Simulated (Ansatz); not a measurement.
# Si2H6 + H2O + NH3: a complex and its separated parts

Aim: how far the complex at one end of a reaction step lies below its separated, relaxed parts, level by level.

Method: PBE0-D4/def2-TZVP structures, single points in def2-TZVPP, no counterpoise correction; program: Ansatz 0.2.0, Gaussian basis.

Levels: SPW92, PBE-D4, BLYP-D4, r2SCAN-D4, B97M-V, PBE0-D4, B3LYP-D4, r2SCAN0-D4, BHLYP-D4, CAM-B3LYP-D4, wB97X-V, wB97M-V, B2PLYP, PBE-QIDH, RPA on PBE, Hartree-Fock, MP2, CCSD, CCSD(T).

Correlated methods freeze the cores. B3LYP uses VWN-RPA correlation. B2PLYP carries no dispersion term here.

113 further runs of the same task are left out: 113 set aside as unsound or not needed. Runs told in other sessions of the task aren't counted.

### 1 The system as given

The complex: 15 atoms, charge 0, spin multiplicity 1.

Atoms are counted from 1 here; the program's logs count them from 0.

Bond lengths: Si1–H2 1.488 Å, Si1–H3 1.483 Å, Si1–H4 1.494 Å, Si1–Si5 2.339 Å, Si5–H10 1.487 Å, Si5–H11 1.490 Å, Si5–H12 1.493 Å, H6–O7 0.983 Å, O7–H13 0.959 Å, H8–N9 1.013 Å, N9–H14 1.013 Å, N9–H15 1.012 Å. Angles: H2–Si1–H3 109.9°, H2–Si1–H4 106.5°, H2–Si1–Si5 111.0°, H3–Si1–H4 107.6°, H3–Si1–Si5 112.0°, H4–Si1–Si5 109.7°, Si1–Si5–H10 112.3°, Si1–Si5–H11 111.3°, Si1–Si5–H12 110.8°, H10–Si5–H11 108.8°, H10–Si5–H12 107.0°, H11–Si5–H12 106.4°, H6–O7–H13 106.5°, H8–N9–H14 107.2°, H8–N9–H15 107.5°, H14–N9–H15 107.8°.

Coordinates:

```xyz
15

Si   -0.1578   -0.4890   -1.9819
H    -0.4336   -1.5906   -1.0209
H    -1.4344    0.0692   -2.4909
H     0.5584   -1.1046   -3.1392
Si    1.1887    1.1552   -1.0059
H    -1.0514    0.1568    1.1715
O    -1.4141    0.6764    0.4206
H    -0.0848   -1.8522    1.6798
N    -0.2084   -1.0540    2.2920
H     0.5063    2.4738   -0.9335
H     1.6163    0.7595    0.3650
H     2.4399    1.3547   -1.7962
H    -1.5509    1.5677    0.7467
H     0.7149   -0.7445    2.5707
H    -0.6889   -1.3785    3.1220
```

Its parts: Si2H6 holds atoms 1, 2, 3, 4, 5, 10, 11, 12; H2O holds atoms 6, 7, 13; NH3 holds atoms 8, 9, 14, 15. Each part counts its atoms afresh in its own runs.

### 2 Relaxing Si2H6 alone

relax-a/in.yaml

```yaml
crystal:
  periodic: [false, false, false]
  atoms:
    - {symbol: Si, position_ang: [-0.157813, -0.489009, -1.981942]}
    - {symbol: H, position_ang: [-0.433582, -1.590610, -1.020870]}
    - {symbol: H, position_ang: [-1.434377, 0.069179, -2.490946]}
    - {symbol: H, position_ang: [0.558358, -1.104640, -3.139191]}
    - {symbol: Si, position_ang: [1.188659, 1.155168, -1.005894]}
    - {symbol: H, position_ang: [0.506254, 2.473815, -0.933512]}
    - {symbol: H, position_ang: [1.616258, 0.759547, 0.364989]}
    - {symbol: H, position_ang: [2.439933, 1.354714, -1.796207]}
basis:
  gaussian: {orbitals: def2-TZVP}
hamiltonian: {xc: pbe0, dispersion: d4}
relax: {f_tol: 0.005, max_steps: 200}
```

Started as:

```console
ansatz run in.yaml --threads 8 --pin off --events-out ev --progress --plain --max-ram 19148MiB
```

The runs that follow: Relaxing H2O alone; Relaxing NH3 alone; SPW92/def2-TZVPP; PBE-D4/def2-TZVPP; BLYP-D4/def2-TZVPP; r2SCAN-D4/def2-TZVPP; B97M-V/def2-TZVPP; PBE0-D4/def2-TZVPP; B3LYP-D4/def2-TZVPP; r2SCAN0-D4/def2-TZVPP; BHLYP-D4/def2-TZVPP; CAM-B3LYP-D4/def2-TZVPP; wB97X-V/def2-TZVPP; wB97M-V/def2-TZVPP; B2PLYP/def2-TZVPP; PBE-QIDH/def2-TZVPP; RPA on PBE/def2-TZVPP; CCSD(T)/def2-TZVPP; Vibrations of Si2H6; Vibrations of H2O; Vibrations of NH3.

Q: Predict the outcome of this session. Wanted: complex less parts, CCSD(T)/def2-TZVPP; with zero-point energy; largest T1 diagnostic.

**Answer**, as computed:

| quantity | value |
| --- | --- |
| complex less parts, CCSD(T)/def2-TZVPP | -10.9 kcal/mol |
| with zero-point energy | -7.2 kcal/mol |
| largest T1 diagnostic | 0.013 |

What this shows: At CCSD(T) the complex lies 10.9 kcal/mol below its parts. Among the functionals PBE-QIDH lands nearest to CCSD(T) (0.0 kcal/mol) and SPW92 farthest (-9.1 kcal/mol). Mean unsigned error by rung: LDA 9.1, GGA 2.2, meta-GGA 1.6, hybrid 1.5, range-separated hybrid 1.7, double hybrid 0.6 kcal/mol. The double hybrids carry no dispersion term here, unlike the levels marked D4 or V. PBE-D4 gives a relative energy 2.8 kcal/mol too low, outside chemical accuracy (1 kcal/mol). No counterpoise was applied, and triple zeta lacks some correlation, so the CCSD(T) reference has a basis error of its own, and close matches with it are partly luck.
